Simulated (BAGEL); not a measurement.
# CH3F2Ga (SMILES F[CH](F)[GaH2]): HF/cc-pVDZ (density fitting with qzvpp-jkfit)

What is the energy change on altering one bond length of CH3F2Ga at HF/cc-pVDZ (density fitting with qzvpp-jkfit)? 

Program for the calculation: BAGEL 1.2.2.

5 further runs of the same task are left out: 3 that didn't finish, 2 set aside as unsound or not needed.

### 1 The molecule

The species is CH3F2Ga (7 atoms), meant as a singlet with charge 0. SMILES: `F[CH](F)[GaH2]`. Geometry: a GFN2-xTB relaxation, a rough one for these elements and not checked as a minimum.

Bond lengths: F1–C2 1.420 Å, C2–F3 1.398 Å, C2–Ga4 2.032 Å, C2–H5 1.094 Å, Ga4–H6 1.560 Å, Ga4–H7 1.558 Å. Angles: F1–C2–F3 102.4°, F1–C2–Ga4 85.2°, F3–C2–Ga4 90.6°, F1–C2–H5 106.2°, F3–C2–H5 107.1°, Ga4–C2–H5 155.9°, C2–Ga4–H6 117.4°, C2–Ga4–H7 114.7°, H6–Ga4–H7 126.6°.

### 2 A single-point energy at HF/cc-pVDZ (density fitting with qzvpp-jkfit)

The input, input.json:

```json
{ "bagel": [

{
  "title": "molecule",
  "basis": "cc-pvdz.json",
  "df_basis": "qzvpp-jkfit",
  "angstrom": "true",
  "geometry": [
    { "atom": "F", "xyz": [      -0.399310,      -0.881760,       1.161170 ] },
    { "atom": "C", "xyz": [       0.723530,      -0.215170,       0.604170 ] },
    { "atom": "F", "xyz": [       1.097520,      -1.072220,      -0.435170 ] },
    { "atom": "Ga", "xyz": [      -0.632520,       0.692860,      -0.606210 ] },
    { "atom": "H", "xyz": [       1.513520,      -0.262370,       1.360120 ] },
    { "atom": "H", "xyz": [      -1.963620,       1.179770,       0.046070 ] },
    { "atom": "H", "xyz": [      -0.339130,       0.558900,      -2.130150 ] }
  ]
},

{ "title": "hf" },

{ "title": "print", "file": "orbitals.molden", "orbitals": "true" }

]}
```

The basis set cc-pVDZ is read from a file made from the Basis Set Exchange's data (not shown).

Launch:

```sh
$ BAGEL_NUM_THREADS=1 BAGEL input.json > input.out
```

The program printed:

```text
* using 1 threads per process

  ===============================================================
  ===============================================================

  *** Geometry ***

  { "atom" : "F", "xyz" : [     -0.754587,     -1.666285,      2.194293 ] },
  { "atom" : "C", "xyz" : [      1.367274,     -0.406612,      1.141716 ] },
  { "atom" : "F", "xyz" : [      2.074012,     -2.026202,     -0.822352 ] },
  { "atom" : "Ga", "xyz" : [     -1.195290,      1.309316,     -1.145571 ] },
  { "atom" : "H", "xyz" : [      2.860138,     -0.495807,      2.570254 ] },
  { "atom" : "H", "xyz" : [     -3.710704,      2.229442,      0.087060 ] },
  { "atom" : "H", "xyz" : [     -0.640863,      1.056168,     -4.025400 ] },

  Number of auxiliary basis functions:      549

  Since a DF basis is specified, we compute 2- and 3-index integrals:
    o Being stored without compression. Storage requirement is 0.031 GB

  Number of basis functions:       84
  Number of electrons      :       58

    * METHOD: MOLECULE                             0.43

  *** RHF ***

  === Nuclear Repulsion ===
   272.7317999723

      * DIIS with orbital gradients will be used.

  === RHF iteration (cc-pvdz.json) ===
      0      -2161.47504919          0.01330447           0.08
      1      -2161.58735750          0.00946703           0.07
      2      -2161.64636742          0.00112804           0.07
      3      -2161.64814410          0.00026962           0.07
      4      -2161.64822604          0.00009519           0.08
      5      -2161.64824180          0.00002900           0.07
      6      -2161.64824335          0.00001176           0.07
      7      -2161.64824351          0.00000390           0.07
      8      -2161.64824353          0.00000151           0.07
      9      -2161.64824353          0.00000061           0.07
     10      -2161.64824353          0.00000011           0.08
     11      -2161.64824354          0.00000004           0.08
     12      -2161.64824354          0.00000002           0.08
     13      -2161.64824354          0.00000001           0.07
    * SCF iteration converged.

    * Permanent dipole moment:
           (   -0.252603,    -0.792003,    -0.108755) a.u.

    * METHOD: HF                                   1.27

    * METHOD: PRINT                                0.01

  ===============================================================
```

Wall time 1.9 s (1 thread of Intel Xeon 6975P-C (Granite Rapids), shared host); peak memory 0.14 GiB.

### 3 The distorted shape

The input, hf.json:

```json
{ "bagel": [

{
  "title": "molecule",
  "basis": "cc-pvdz.json",
  "df_basis": "qzvpp-jkfit",
  "angstrom": true,
  "geometry": [
    { "atom": "F", "xyz": [      -0.960769,      -1.215078,       1.439689 ] },
    { "atom": "C", "xyz": [       0.723530,      -0.215170,       0.604170 ] },
    { "atom": "F", "xyz": [       1.097520,      -1.072220,      -0.435170 ] },
    { "atom": "Ga", "xyz": [      -0.632520,       0.692860,      -0.606210 ] },
    { "atom": "H", "xyz": [       1.513520,      -0.262370,       1.360120 ] },
    { "atom": "H", "xyz": [      -1.963620,       1.179770,       0.046070 ] },
    { "atom": "H", "xyz": [      -0.339130,       0.558900,      -2.130150 ] }
  ]
},

{ "title": "hf", "charge": 0 },

{ "title": "print", "file": "orbitals.molden", "orbitals": true }

]}
```

The basis set cc-pVDZ is read from a file made from the Basis Set Exchange's data (not shown).

Launch:

```sh
$ BAGEL_NUM_THREADS=1 BAGEL hf.json > hf.out
```

The program printed:

```text
* using 1 threads per process

  ===============================================================
  ===============================================================

  *** Geometry ***

  { "atom" : "F", "xyz" : [     -1.815590,     -2.296165,      2.720618 ] },
  { "atom" : "C", "xyz" : [      1.367274,     -0.406612,      1.141716 ] },
  { "atom" : "F", "xyz" : [      2.074012,     -2.026202,     -0.822352 ] },
  { "atom" : "Ga", "xyz" : [     -1.195290,      1.309316,     -1.145571 ] },
  { "atom" : "H", "xyz" : [      2.860138,     -0.495807,      2.570254 ] },
  { "atom" : "H", "xyz" : [     -3.710704,      2.229442,      0.087060 ] },
  { "atom" : "H", "xyz" : [     -0.640863,      1.056168,     -4.025400 ] },

  Number of auxiliary basis functions:      549

  Since a DF basis is specified, we compute 2- and 3-index integrals:
    o Being stored without compression. Storage requirement is 0.031 GB

  Number of basis functions:       84
  Number of electrons      :       58

    * METHOD: MOLECULE                             0.31

  *** RHF ***

  === Nuclear Repulsion ===
   251.4475495284

      * DIIS with orbital gradients will be used.

  === RHF iteration (cc-pvdz.json) ===
      0      -2161.26173965          0.01694709           0.08
      1      -2161.31063287          0.01874318           0.07
      2      -2161.54723924          0.00202678           0.07
      3      -2161.55078143          0.00104804           0.07
      4      -2161.55192809          0.00031549           0.14
      5      -2161.55211163          0.00014164           0.10
      6      -2161.55215471          0.00006799           0.10
      7      -2161.55216855          0.00001711           0.10
      8      -2161.55216940          0.00000719           0.10
      9      -2161.55216954          0.00000315           0.10
     10      -2161.55216956          0.00000126           0.10
     11      -2161.55216956          0.00000047           0.10
     12      -2161.55216956          0.00000022           0.10
     13      -2161.55216956          0.00000011           0.10
     14      -2161.55216956          0.00000004           0.10
     15      -2161.55216956          0.00000002           0.10
     16      -2161.55216956          0.00000001           0.10
    * SCF iteration converged.

    * Permanent dipole moment:
           (   -1.421867,    -1.594340,     0.718365) a.u.

    * METHOD: HF                                   1.83

    * METHOD: PRINT                                0.01

  ===============================================================
```

Wall time 2.3 s (1 thread of Intel Xeon 6975P-C (Granite Rapids), shared host); peak memory 0.14 GiB.

### 4 What came out

Level: HF/cc-pVDZ (density fitting with qzvpp-jkfit).

| quantity | value |
| --- | --- |
| first shape: total energy | -2161.64824 Eh |
| first shape: dipole moment | 2.13 D |
| first shape: HOMO energy | -11.31 eV |
| first shape: LUMO energy | 1.32 eV |
| first shape: HOMO–LUMO gap | 12.63 eV |
| distorted shape: total energy | -2161.55217 Eh |
| distorted shape: dipole moment | 5.73 D |
| distorted shape: HOMO energy | -11.95 eV |
| distorted shape: LUMO energy | 0.36 eV |
| distorted shape: HOMO–LUMO gap | 12.31 eV |
| energy change with the F1–C2 bond stretched from 1.420 to 2.130 Å | 2.614 eV |

**Reading.** With the F1–C2 bond stretched from 1.420 to 2.130 Å the energy rises by 2.61 eV (252 kJ/mol). The first shape isn't relaxed at this level, so the change isn't measured from a minimum.
